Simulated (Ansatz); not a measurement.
# TaWC2 (R-3m) in Ansatz: notebook

Runs on TaWC2. Level: LDA+U. Tasks: band structure.

All numbers are computed with Ansatz 0.2.0; they aren't measurements. Logs are shortened: lines on timing, memory, paths and dates and some standing lists are left out, and cuts for length are marked.

## Step 1: Starting point

Symmetry: R-3m, No. 166, trigonal system. Conventional cell: a = 3.144 Å, b = 3.144 Å, c = 15.305 Å, α = 90.00°, β = 90.00°, γ = 120.00°. W (site symmetry -3m) has 6 C at 2.21 Å as nearest neighbours. Ta (site symmetry -3m) has 6 C at 2.23 Å as nearest neighbours. C (site symmetry 3m) is surrounded by 3 W at 2.21 Å and 3 Ta at 2.23 Å.

The cell comes from a database or a generator and needn't be the stable form of this composition.

## Step 2: Band structure, LDA+U

input.yaml reads:

```yaml
crystal:
  lattice:
    - [1.5718551461, 0.9075109917, 5.1016196719]
    - [-1.5718551461, 0.9075109917, 5.1016196719]
    - [0.0, -1.8150219835, 5.1016196719]
  atoms:
    - { symbol: W, position: [0.0, 0.0, 0.0] }
    - { symbol: Ta, position: [0.5, 0.5, 0.5] }
    - { symbol: C, position: [0.250933, 0.250933, 0.250933] }
    - { symbol: C, position: [0.749067, 0.749067, 0.749067] }
hamiltonian:
  xc: lda
  pseudopotentials: { kind: paw }
  hubbard:
    sites: [{ species: Ta, l: d, u_eff: 3.0 }, { species: W, l: d, u_eff: 3.0 }]
kpoints:
  mp_grid: { grid: [10, 10, 10] }
  band_path:
    path:
      - [[0.0, 0.0, 0.0], [0.5, 0.0, 0.0], [0.5, 0.1877624847, -0.1877624847]]
      - [[0.8122375153, 0.5, 0.1877624847], [0.5, 0.5, 0.5], [0.0, 0.0, 0.0], [0.3438812424, 0.0, -0.3438812424]]
      - [[0.6561187576, 0.3438812424, 0.0], [0.5, 0.5, 0.0], [0.6561187576, 0.6561187576, 0.1877624847], [0.5, 0.5, 0.5]]
      - [[0.5, 0.0, 0.0], [0.8122375153, 0.3438812424, 0.3438812424]]
    npoints: 14
scf:
  occupations: { method: fermi_dirac, width: 0.05 }
  n_extra_bands: 10
output:
  forces: true
  stress: true
  eigenvalues: true
  fatbands: false
  write_density: true
  write_potential: true
  elf: true
  volumetric_format: npy
```

Potentials or basis: Ansatz PAW.

Started as:

```
$ ansatz run input.yaml --threads 2 --pin off --max-ram 5632MiB --backend cpu --events-out ev --progress --plain --runs-dir out
```

What it wrote:

```text
Warning: RAYON_NUM_THREADS=2 ignored (pool sized by the plan → 2); use --threads N
basis.fft_grid_basis auto: the FFT boxes are laid along the combinations [[1, -1, 0], [0, 1, 0], [0, -1, 1]] of the cell's own vectors, 3.144, 5.415 and 3.144 Å long. The dense box has 24×40×24 points. Along the cell's own vectors, as sized, it would have 40×40×40, 2.78 times as many. Of the 12 symmetry operations that the crystal satisfies within crystal.symmetry.tolerance (time reversal apart; of a slab, those that keep its plane) the dense box along the cell's own vectors carries 12, and the one as laid loses 8 of those. basis.fft_grid_basis: typed keeps the cell's own vectors: state it where this run's energies or levels are differenced outside the engine with another run's, or held beside a run that keeps those vectors. Those combinations have planes normal to reciprocal vector 3, as the cell's own vectors have. Each planar average written beside output.write_density, output.write_potential has a row for each plane of the box: 24. The volumetric files lie along those combinations, not along the cell's own vectors: a cube or XSF file states them, and fields.json those of NumPy files.
W: projections on atomic orbitals take those of the free atom [Kr 4d10 4f14] 5s2 5p6 5d4 6s2, of charge +0.00 (hamiltonian.pseudopotentials.projection_atoms); the dataset's partial waves leave at most 6.5e-5 of an orbital's norm unspanned inside its sphere
Ta: projections on atomic orbitals take those of the free atom [Kr 4d10 4f14] 5s2 5p6 5d3 6s2, of charge +0.00 (hamiltonian.pseudopotentials.projection_atoms); the dataset's partial waves leave at most 6.0e-5 of an orbital's norm unspanned inside its sphere
C: projections on atomic orbitals take those of the free atom [He] 2s2 2p2, of charge +0.00 (hamiltonian.pseudopotentials.projection_atoms); the dataset's partial waves leave at most 3.7e-9 of an orbital's norm unspanned inside its sphere
scf.n_extra_bands = 10 over 18 filled bands (N_el = 35.0): the run solves 28 bands
Engine: ansatz 0.2.0, aarch64-unknown-linux-gnu
Pseudopotentials: kind: paw
Pseudopotential: W, paw, valence charge 14, recommended cutoff 420 eV (normal), W.paw.azcp
Pseudopotential: Ta, paw, valence charge 13, recommended cutoff 420 eV (normal), Ta.paw.azcp
Pseudopotential: C, paw, valence charge 4, recommended cutoff 420 eV (normal), C.paw.azcp
Functional definition: SPW92
  exchange = slater_x
  correlation = pw_c
Crystal: 4 atoms, lattice volume = 43.664 Å³
Basis set: ecut = 420 eV, 833 PW (Γ), FFT grids on a1−a2, a2, −a2+a3
Bands: 28, of which v1, the nominal top of the filled ones, is band 18 counted from 1 (17 counted from 0)
Symmetry: 12 space group operations
Space group: R-3m (ITA 166), of the structure as read, at distance tolerance 3.5e-5 Å
k-points: 116 of 1000
Non-local potential: W, projectors of the file, l = 0: 3, l = 1: 2, l = 2: 2, l = 3: 1
Non-local potential: Ta, projectors of the file, l = 0: 3, l = 1: 2, l = 2: 2, l = 3: 1
Non-local potential: C, projectors of the file, l = 0: 2, l = 1: 2, l = 2: 1
PAW form: soft (Blöchl's): semilocal exchange-correlation on the pseudo side does not see the compensation charge
PAW frozen core: W, regenerated for the run's functional, and the local potential with it (the file was generated under x = pbe(κ = 0.804, μ = 0.2195149727645171), c = pbe(β = 0.06672455060314922))
PAW frozen core: Ta, regenerated for the run's functional, and the local potential with it (the file was generated under x = pbe(κ = 0.804, μ = 0.2195149727645171), c = pbe(β = 0.06672455060314922))
PAW frozen core: C, regenerated for the run's functional, and the local potential with it (the file was generated under x = pbe(κ = 0.804, μ = 0.2195149727645171), c = pbe(β = 0.06672455060314922))
PAW one-centre angular grid: W, 590 points (default); XC on 64 Gauss nodes
PAW one-centre angular grid: Ta, 590 points (default); XC on 64 Gauss nodes
PAW one-centre angular grid: C, 110 points (default); XC on 64 Gauss nodes
Initial density: superposition of atomic densities (chi_scale 0.1, normalization cell, long waves kept (reshape's long-wave potential 0.00 eV rms))
Initial wavefunctions: pseudopotential atomic-orbital guess
Functional: x = slater, c = lda
[... 10 lines left out ...]
SCF 1 converged in 9 iterations: F = -20292.123189 eV  dr2 = 1.45e-8
NSCF: frozen V_eff on 130 k-points
SCF converged after 9 iterations
Free energy (F): -20292.123189 eV
Harris-Foulkes:  -20292.123189 eV  (|F-HF|=9.33e-9)
Internal energy: -20292.109026 eV  (E = F + TS)
E sigma→0 (E₀):  -20292.116108 eV
Entropy (-TS):   -0.014163 eV (-3.541 meV/atom)
Fermi energy:    20.447621 eV
--- Per-component energies (eV) ---
  E_band       = -145.078598
  E_kinetic    = 996.704706
  E_local      = -1249.832980  (includes V_loc(G=0)·N_el)
  E_nonlocal   = 80.150294
  E_hartree    = 426.418327
  E_xc         = -579.235341
  E_vxc        = -564.152260  (∫ρ·V_xc dr)
  E_hubbard    = 7.210564  (on-site DFT+U / exact-exchange correction)
  E_vhub       = 1.788128  (the Hubbard potential's part of the band-sum identity)
  E_paw        = -16641.151033  (= ΣΔE_a)
  E_vpaw       = -262.574635  (= ΣTr[D̂ρ^β])
  E_aug_tail   = 0.000117  (compensation charges beyond the density's cutoff)
  E_ewald      = -3333.041401
  E_core_change = 0.667721  (= ΣΔE_core)
  E_smearing   = -0.014163  (= −TS)
  E_closure    = 0.000000  (closes the sum)
  Σ components = -20292.123189   (vs F -20292.123189, Δ=0.00e0)
--- Forces (eV/Å), atoms counted from 1 ---
  atom   1  W      0.00000000     0.00000000     0.00000000
  atom   2  Ta    -0.00000000     0.00000000    -0.00000000
  atom   3  C      0.00000000     0.00000000    -0.03480915
  atom   4  C     -0.00000000    -0.00000000     0.03480915
  max |Σ_I F_I| component: 6.94e-18 eV/Å
--- Stress (GPa, compression-positive) ---
      -15.103833       0.000000       0.000000
        0.000000     -15.103833       0.000000
        0.000000       0.000000     -15.311466
  P = ⅓ Tr σ = -15.1730 GPa (-151.730 kbar)
--- Band table (eV; the first three rows and the last of 116) ---
  k-point 0: bands = ["-54.8070", "-48.8997", "-19.0875", "-18.9110", "-18.9110", "-15.5413", "-15.1773", "-15.1773", "5.2700", "9.8522", "11.2525", "14.4307", "14.4307", "18.2946", "18.2946", "18.4342", "19.6315", "19.6315", "19.6870", "20.2766", "20.2766", "22.4027", "22.4027", "23.3705", "25.4647", "26.8364", "29.6395", "29.6395"]
  k-point 1: bands = ["-54.8051", "-48.8971", "-19.0785", "-18.9488", "-18.9198", "-15.5351", "-15.2314", "-15.1895", "5.5219", "9.6204", "11.5659", "14.5688", "14.5879", "17.4481", "17.8119", "17.8593", "18.4695", "19.6549", "20.2274", "21.0787", "21.9556", "22.3278", "22.4827", "23.1232", "26.3276", "27.3332", "28.8532", "29.3290"]
  k-point 2: bands = ["-54.8002", "-48.8898", "-19.0557", "-19.0462", "-18.9426", "-15.5191", "-15.3709", "-15.2215", "6.2203", "9.1925", "12.2889", "14.8305", "14.9205", "15.5538", "16.7306", "17.1185", "18.5013", "20.2035", "21.0908", "21.5760", "21.8701", "22.7589", "22.9054", "24.5154", "26.7095", "28.6510", "28.7196", "28.7491"]
  k-point 115: bands = ["-54.8087", "-48.8992", "-19.0658", "-18.9106", "-18.9106", "-15.5793", "-15.1779", "-15.1779", "6.7976", "6.9710", "14.6439", "15.0178", "15.5607", "15.5607", "16.1016", "16.1016", "19.4356", "19.4356", "20.6322", "20.7599", "20.7599", "21.2149", "25.3073", "25.3073", "25.8260", "25.8260", "28.6621", "28.7942"]
Occupation matrices written to <dir>
```

bands.tsv:

```text
[... 152 lines left out ...]
7.471108	-75.233412	-69.315206	-39.744933	-39.452661	-39.449813	-36.158051	-35.916619	-35.749632	-12.748729	-10.867157	-8.882326	-5.811967	-5.807772	-5.570996	-5.055250	-2.671735	-2.203089	1.258314	1.287971	2.191873	2.197014	3.452305	3.581687	5.953483	6.539983	7.466235	8.566772	8.755951
7.500892	-75.233240	-69.315272	-39.745009	-39.453528	-39.449788	-36.156555	-35.915784	-35.749306	-12.778818	-10.818115	-8.954599	-5.856389	-5.821992	-5.508326	-5.038059	-2.550736	-2.211073	1.239647	1.382004	2.057771	2.248630	3.455589	3.575255	5.815157	6.468262	7.385321	8.739318	8.767163
```

It took 11 s on 2 threads of Arm Neoverse V1, shared host; peak memory 0.51 GiB.

What came out:

| Quantity | Value |
| --- | --- |
| Free energy | -20292.1232 eV |
| Pressure | -15.2 GPa |
| Largest force | 0.035 eV/Å |
| Band gap on the k mesh | none (metal or under the smearing width) |

Forces on the atoms (eV/Å):
```
W    0.000  0.000  0.000
Ta   0.000  0.000  0.000
C    0.000  0.000 -0.035
C    0.000  0.000  0.035
```

Levels at the corners of the path, in eV from the Fermi level:
```
point  band 16  band 17  band 18  band 19  band 20  band 21
    Γ    -2.01    -0.82    -0.82    -0.76    -0.17    -0.17
    L    -4.40    -1.33    -0.66     1.44     2.09     3.12
   B1    -4.89    -0.45    -0.12     1.18     2.22     2.95
    B    -4.89    -0.45    -0.12     1.18     2.22     2.95
    Z    -4.35    -1.01    -1.01     0.18     0.31     0.31
    Γ    -2.01    -0.82    -0.82    -0.76    -0.17    -0.17
    X    -4.78    -0.52     0.55     0.76     2.05     2.96
    Q    -4.78    -0.52     0.55     0.76     2.05     2.96
    F    -2.19    -2.13     1.26     1.62     1.77     2.49
   P1    -2.55    -2.21     1.24     1.38     2.06     2.25
    Z    -4.35    -1.01    -1.01     0.18     0.31     0.31
    L    -4.40    -1.33    -0.66     1.44     2.09     3.12
    P    -2.55    -2.21     1.24     1.38     2.06     2.25
```

Eigenvalues of the final occupation matrices:
```tsv
site	spin	trace	eigenvalues
site 1	1	2.36	0.43 0.43 0.49 0.50 0.50
site 2	1	1.85	0.35 0.35 0.36 0.40 0.40
```

Caveat: the pressure holds a Pulay correction of +0.4 GPa for the finite cutoff; spin-orbit coupling is left out, which moves the levels of the heavy elements; U without spin polarisation on a metal has little footing; the PAW data sets come from PBE, with cores solved anew for the run's functional, which leaves a small shift of forces and pressure; the U is typed as a test and isn't derived for this compound.

(Continued in part 2 of 2.)
